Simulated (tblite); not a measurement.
# C8H15PS: the cost of one run

Programs: tblite 0.8.0 and PySCF 2.14.0, with density-fitted response routines of our own. Each step states its level of theory. These are calculated values for one molecule, in the gas phase or a continuum, unless marked as measured. Atoms are numbered from 0 throughout.

## 1. The starting structure

25 atoms, charge 0, multiplicity 1; geometry from: force field or distance geometry start.

Bonds of the start (Å): C0–C1 1.34, C1–P2 1.79, P2–C3 1.61, C3–C4 1.48, P2–C5 1.81, C5–C6 1.48, C6–S7 1.81, S7–C8 1.79, C8–C9 1.51, C9–P2 1.79, C0–H10 1.09, C0–H11 1.08, C1–H12 1.08, C3–H13 1.10, C4–H14 1.12, C4–H15 1.10, C4–H16 1.13, C5–H17 1.11, C5–H18 1.11, C6–H19 1.12, C6–H20 1.13, C8–H21 1.10, C8–H22 1.11, C9–H23 1.11, C9–H24 1.13.

## 2. Optimising the geometry with GFN2-xTB

Job settings and geometry (Å):

```
{"job": {"kind": "relax", "xc": "GFN2-xTB", "basis": "xTB"}, "charge": 0, "multiplicity": 1}
C      2.543400    -1.655600    -0.847400
C      1.781900    -0.607000    -1.198600
P      0.421500    -0.041300    -0.182800
C      0.909500     1.341100     0.479800
C      0.229400     2.636100     0.282900
C     -0.978600     0.143700    -1.314300
C     -2.326500     0.071400    -0.709100
S     -2.523200    -1.226200     0.542500
C     -1.217500    -1.181400     1.763000
C      0.155800    -1.217700     1.135800
H      2.339300    -2.213700     0.071200
H      3.346500    -1.940900    -1.507400
H      2.010200    -0.076800    -2.111500
H      1.793800     1.341600     1.139100
H      0.274000     3.208000     1.240200
H     -0.812500     2.510900    -0.062500
H      0.805100     3.167700    -0.525900
H     -0.855600     1.096600    -1.870600
H     -0.873000    -0.672500    -2.060300
H     -3.030800    -0.188900    -1.534900
H     -2.704900     1.062300    -0.331800
H     -1.308400    -0.290300     2.397600
H     -1.294600    -2.067800     2.432600
H      0.437500    -2.248700     0.822100
H      0.866900    -0.926700     1.959100
```

Launch:

```
$ OMP_NUM_THREADS=1 python probes_run.py task.json out
```

One launch serves the whole session: the jobs run in the order shown.

**Question.** How long does this first job take on 1 thread of Arm Neoverse N1, shared host, and how much memory does it need?

About 1.9 s, with a peak of 0.18 GiB.
